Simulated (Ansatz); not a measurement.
# SiH₄O₃: geometry optimisation

Aim: relax SiH₄O₃ at this level.

Computed with Ansatz 0.2.0. Level: RKS BHLYP-D4/def2-SVPD.

1 further run of the same task is left out (set aside as unsound or not needed).

### Step 1. Starting geometry

SMILES `O[SiH](O)O`, 8 atoms, charge 0, spin multiplicity 1.

Atoms are counted from 1 here; the program's logs count them from 0.

Bond lengths: O1–Si2 1.685 Å, O1–H5 0.971 Å, Si2–O3 1.675 Å, Si2–O4 1.672 Å, Si2–H6 1.489 Å, O3–H7 0.971 Å, O4–H8 0.972 Å. Angles: Si2–O1–H5 117.3°, O1–Si2–O3 104.1°, O1–Si2–O4 114.7°, O1–Si2–H6 111.6°, O3–Si2–O4 109.5°, O3–Si2–H6 113.5°, O4–Si2–H6 103.8°, Si2–O3–H7 115.5°, Si2–O4–H8 117.2°.

Geometry (Å):

```xyz
8
charge 0, multiplicity 1
O     0.4573    1.2769   -0.5956
Si   -0.1611    0.0044    0.3193
O     1.1701   -0.9666    0.6184
O    -1.3477   -0.8932   -0.4439
H    -0.1553    1.9903   -0.8372
H    -0.8288    0.4941    1.5570
H     2.0336   -0.5301    0.5312
H    -1.0760   -1.4328   -1.2051
```

### Step 2. Relaxation

Contents of input.yaml:

```yaml
crystal:
  periodic: [false, false, false]
  atoms:
    - { symbol: O, position_ang: [0.457307, 1.276886, -0.595581] }
    - { symbol: Si, position_ang: [-0.16114, 0.004374, 0.319255] }
    - { symbol: O, position_ang: [1.170112, -0.966551, 0.618368] }
    - { symbol: O, position_ang: [-1.347729, -0.893175, -0.443898] }
    - { symbol: H, position_ang: [-0.155258, 1.990269, -0.837208] }
    - { symbol: H, position_ang: [-0.828801, 0.494102, 1.557031] }
    - { symbol: H, position_ang: [2.033576, -0.530138, 0.531192] }
    - { symbol: H, position_ang: [-1.075965, -1.432767, -1.205059] }
basis:
  gaussian: { orbitals: def2-SVPD }
hamiltonian:
  xc: { name: BHLYP }
  dispersion: d4
output:
  forces: true
relax:
  f_tol: 0.003
  max_steps: 120
```

Launch:

```sh
$ ansatz run input.yaml --threads 1 --pin off --max-ram 2560MiB --backend cpu --events-out ev --progress --plain --runs-dir out
```

Q: Predict the outcome of this session. Wanted: energy gained; root mean square move; dipole moment.

The runs gave:

| quantity | value |
| --- | --- |
| energy gained | 0.0856 eV |
| root mean square move | 0.032 Å |
| dipole moment | 1.58 D |

Bond lengths: O1–Si2 1.653 Å, O1–H5 0.951 Å, Si2–O3 1.645 Å, Si2–O4 1.642 Å, Si2–H6 1.466 Å, O3–H7 0.952 Å, O4–H8 0.952 Å. Angles: Si2–O1–H5 120.7°, O1–Si2–O3 104.6°, O1–Si2–O4 113.9°, O1–Si2–H6 110.9°, O3–Si2–O4 109.2°, O3–Si2–H6 113.4°, O4–Si2–H6 105.0°, Si2–O3–H7 118.8°, Si2–O4–H8 120.2°. No frequencies were computed here.
